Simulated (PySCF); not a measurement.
**C₃H₉BrSi: fields and orbitals**

For C₃H₉BrSi, the scripts below compute its lowest excited states and localise its valence orbitals.

Method: levels as typed in each script, gas phase, geometry from GFN2-xTB; program: PySCF 2.14.0.

## 1. The system as given

SMILES `CCC([SiH3])Br`, 14 atoms, charge 0, spin multiplicity 1.

Bond lengths: C1–C2 1.524 Å, C1–H6 1.089 Å, C1–H7 1.088 Å, C1–H8 1.087 Å, C2–C3 1.517 Å, C2–H9 1.095 Å, C2–H10 1.093 Å, C3–Si4 1.913 Å, C3–Br5 1.978 Å, C3–H11 1.091 Å, Si4–H12 1.464 Å, Si4–H13 1.459 Å, Si4–H14 1.460 Å. Angles: C2–C1–H6 110.6°, C2–C1–H7 110.5°, C2–C1–H8 110.4°, H6–C1–H7 108.5°, H6–C1–H8 108.5°, H7–C1–H8 108.3°, C1–C2–C3 113.2°, C1–C2–H9 109.4°, C1–C2–H10 109.6°, C3–C2–H9 107.4°, C3–C2–H10 109.5°, H9–C2–H10 107.5°, C2–C3–Si4 114.9°, C2–C3–Br5 110.1°, C2–C3–H11 110.0°, Si4–C3–Br5 105.2°, Si4–C3–H11 112.0°, Br5–C3–H11 104.0° and more.

As a file:

```
C     1.99754    1.72922   -0.10340
C     0.53861    1.64735    0.32968
C    -0.24695    0.58303   -0.41223
Si   -2.11009    0.51342    0.01536
Br    0.45313   -1.21228    0.03237
H     2.06911    1.94806   -1.16765
H     2.50669    0.78706    0.08953
H     2.51181    2.51481    0.44515
H     0.04880    2.60764    0.13929
H     0.48585    1.45799    1.40486
H    -0.07751    0.67423   -1.48622
H    -2.69203    1.80632   -0.34824
H    -2.69296   -0.57727   -0.75965
H    -2.21339    0.26539    1.45072
```

## 2. Excited states (LC-wPBE/def2-svp)

File input.py:

```python
import numpy as np
from pyscf import gto, scf, dft, tdscf
from pyscf.scf import atom_ks, atom_hf
from scipy.linalg import block_diag

def solve(mol, dm0=None, hcore=None):
    mf = (dft.UKS if mol.spin else dft.RKS)(mol, xc='lc_wpbe')
    mf.grids.level = 3
    mf = mf.density_fit(auxbasis='def2-universal-jkfit')
    mf.conv_tol, mf.max_cycle = 1e-8, 80
    if hcore is not None:
        mf.get_hcore = lambda *args: hcore
    mf.kernel(dm0)
    if not mf.converged:
        mf = mf.newton().run(mf.mo_coeff, mf.mo_occ, max_cycle=30)
    assert mf.converged, 'SCF not converged'
    return mf

mol = gto.M(atom='''
C      1.99754     1.72922    -0.10340
C      0.53861     1.64735     0.32968
C     -0.24695     0.58303    -0.41223
Si    -2.11009     0.51342     0.01536
Br     0.45313    -1.21228     0.03237
H      2.06911     1.94806    -1.16765
H      2.50669     0.78706     0.08953
H      2.51181     2.51481     0.44515
H      0.04880     2.60764     0.13929
H      0.48585     1.45799     1.40486
H     -0.07751     0.67423    -1.48622
H     -2.69203     1.80632    -0.34824
H     -2.69296    -0.57727    -0.75965
H     -2.21339     0.26539     1.45072
''', basis='def2-svp', charge=0, spin=0, verbose=4)
mf = solve(mol)
td = mf.TDA()
td.nstates, td.singlet, td.conv_tol = 5, True, 1e-5
td.kernel()
td.analyze()
x, y = np.array([p[0] for p in td.xy]), np.array([p[1] + 0 * p[0] for p in td.xy])
f, mu = td.oscillator_strength(), td.transition_dipole()
nto = [td.get_nto(state=i + 1, verbose=4) for i in range(len(td.e))]
# spherically averaged free atoms, for the promolecule
atm = atom_ks.get_atm_nrks(mol, xc='lc_wpbe')
pro = block_diag(*[(atm[a[0]][2] * atm[a[0]][3]) @ atm[a[0]][2].T for a in mol._atom])
np.savez('result.npz', e=td.e, f=f, ok=td.converged, w=[n[0] for n in nto], nto=[n[1] for n in nto], x=x, y=y, c=mf.mo_coeff, occ=mf.mo_occ, eps=mf.mo_energy, pro=pro, mu=mu)
```

Command:

```
OMP_NUM_THREADS=1 python input.py
```

## 4. Localised orbitals (wB97X/def2-tzvp)

File input.py:

```python
import numpy as np
from pyscf import gto, scf, dft, lo
from pyscf.data.elements import chemcore

def solve(mol, dm0=None, hcore=None):
    mf = (dft.UKS if mol.spin else dft.RKS)(mol, xc='wb97x')
    mf.grids.level = 3
    mf = mf.density_fit(auxbasis='def2-universal-jkfit')
    mf.conv_tol, mf.max_cycle = 1e-8, 80
    if hcore is not None:
        mf.get_hcore = lambda *args: hcore
    mf.kernel(dm0)
    if not mf.converged:
        mf = mf.newton().run(mf.mo_coeff, mf.mo_occ, max_cycle=30)
    assert mf.converged, 'SCF not converged'
    return mf

mol = gto.M(atom='''
C      1.99754     1.72922    -0.10340
C      0.53861     1.64735     0.32968
C     -0.24695     0.58303    -0.41223
Si    -2.11009     0.51342     0.01536
Br     0.45313    -1.21228     0.03237
H      2.06911     1.94806    -1.16765
H      2.50669     0.78706     0.08953
H      2.51181     2.51481     0.44515
H      0.04880     2.60764     0.13929
H      0.48585     1.45799     1.40486
H     -0.07751     0.67423    -1.48622
H     -2.69203     1.80632    -0.34824
H     -2.69296    -0.57727    -0.75965
H     -2.21339     0.26539     1.45072
''', basis='def2-tzvp', charge=0, spin=0, verbose=4)
mf = solve(mol)
occ_all = mf.mo_coeff[:, mf.mo_occ > 0]
occ = occ_all[:, chemcore(mol):]
pm = lo.PM(mol, occ, pop_method='meta_lowdin')
loc = pm.kernel()
for _ in range(5):
    new, stable = pm.stability_jacobi(return_status=True)
    if stable:
        break
    loc = pm.kernel(new)
fock, s = mf.get_fock(), mf.get_ovlp()
ortho = lo.orth_ao(mol, 'meta_lowdin')
labels = mol.ao_labels(fmt=None)
vir = loc[:, :0]
both = np.hstack([loc, vir])
p = (ortho.T @ s @ both) ** 2
pop = np.array([p[[l[0] == a for l in labels]].sum(0) for a in range(mol.natm)])
spd = np.array([[p[[l[0] == a and l[2][-1] == k for l in labels]].sum(0) for k in 'spd'] for a in range(mol.natm)])
eps = np.einsum('pi,pq,qi->i', both, fock, both)
for i in np.argsort(eps):
    top = np.argsort(-pop[:, i])[:3]
    print('%3d %s %9.4f Eh ' % (i + 1, 'occ' if i < loc.shape[1] else 'vir', eps[i]), '  '.join('%s%d %.3f' % (mol.atom_symbol(a), a + 1, pop[a, i]) for a in top))
np.savez('result.npz', c=both, nocc=loc.shape[1], pop=pop, spd=spd, eps=eps, e=mf.e_tot)
```

(Steps that only read results are left out.)

Q: Predict the outcome of this session. Wanted: lowest singlet excitation.

As calculated:

```
                                                  quantity    value
              lowest singlet excitation (LC-wPBE/def2-svp)  6.22 eV
localised occupied orbitals above −45 eV (wB97X/def2-tzvp)       16
```

**Reading.** The geometry was not optimised at these levels.
